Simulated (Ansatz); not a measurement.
**CH4OSSi: how energies converge with the basis set**

The task here is to estimate one member of a computed series from the others.

Program: Ansatz 0.2.0, Gaussian basis. Level of theory: one geometry, several basis sets. These are calculated values, not measurements.

Plan: PBE0-D4/def2-SVP; ωB97M-V/def2-SVP; PBE0-D4/def2-QZVPP; ωB97M-V/def2-QZVPP; the functionals' def2-TZVPP values are taken from earlier runs.

### Structure used throughout

An earlier PBE0-D4 in a triple-zeta def2 set relaxation fixed the geometry.

SMILES `C1O[SiH2]S1`, 8 atoms, charge 0, spin multiplicity 1.

Atoms are counted from 1 here; the program's logs count them from 0.

Bond lengths: C1–O2 1.418 Å, C1–S4 1.860 Å, C1–H5 1.091 Å, C1–H6 1.091 Å, O2–Si3 1.664 Å, Si3–S4 2.124 Å, Si3–H7 1.485 Å, Si3–H8 1.485 Å. Angles: O2–C1–S4 103.9°, O2–C1–H5 111.0°, O2–C1–H6 111.0°, S4–C1–H5 110.1°, S4–C1–H6 110.1°, H5–C1–H6 110.6°, C1–O2–Si3 98.8°, O2–Si3–S4 85.6°, O2–Si3–H7 113.6°, O2–Si3–H8 113.6°, S4–Si3–H7 117.1°, S4–Si3–H8 117.1°, H7–Si3–H8 108.5°, C1–S4–Si3 71.8°.

The first run:

Input file in.yaml:

```yaml
crystal:
  periodic: [false, false, false]
  atoms:
    - {symbol: C, position_ang: [-0.404392, 1.085596, -0.191950]}
    - {symbol: O, position_ang: [0.339529, 0.467763, 0.845139]}
    - {symbol: Si, position_ang: [0.435266, -1.066801, 0.209909]}
    - {symbol: S, position_ang: [-0.679628, -0.283718, -1.419769]}
    - {symbol: H, position_ang: [0.165375, 1.893795, -0.653419]}
    - {symbol: H, position_ang: [-1.362032, 1.453553, 0.179949]}
    - {symbol: H, position_ang: [1.824424, -1.508069, -0.072223]}
    - {symbol: H, position_ang: [-0.226444, -2.099219, 1.046764]}
basis:
  gaussian: {orbitals: def2-SVP}
hamiltonian: {xc: pbe0, dispersion: d4}
output: {orbitals: {seedname: orbitals}}
```

Started as:

```sh
$ ansatz run in.yaml --threads 2 --pin off --events-out ev --progress --plain --max-ram 4352MiB
```

Among the steps run: PBE0-D4 in def2-SVP; ωB97M-V in def2-SVP; PBE0-D4 in def2-QZVPP; ωB97M-V in def2-QZVPP.

One of the session's tables, all rows but one given; the rest of the session is left out.

It belongs to the step «Density functionals: the series». 

```
functional       basis  HOMO (eV)
   PBE0-D4    def2-SVP      -7.10
   PBE0-D4  def2-TZVPP      -7.16
   PBE0-D4  def2-QZVPP      -7.19
   ωB97M-V    def2-SVP      -9.26
   ωB97M-V  def2-TZVPP      -9.35
   ωB97M-V  def2-QZVPP          ?
```

**Question.** Estimate the row for ωB97M-V, def2-QZVPP.

The run gave: HOMO (eV): -9.38. In the column «HOMO (eV)» it is the lowest.
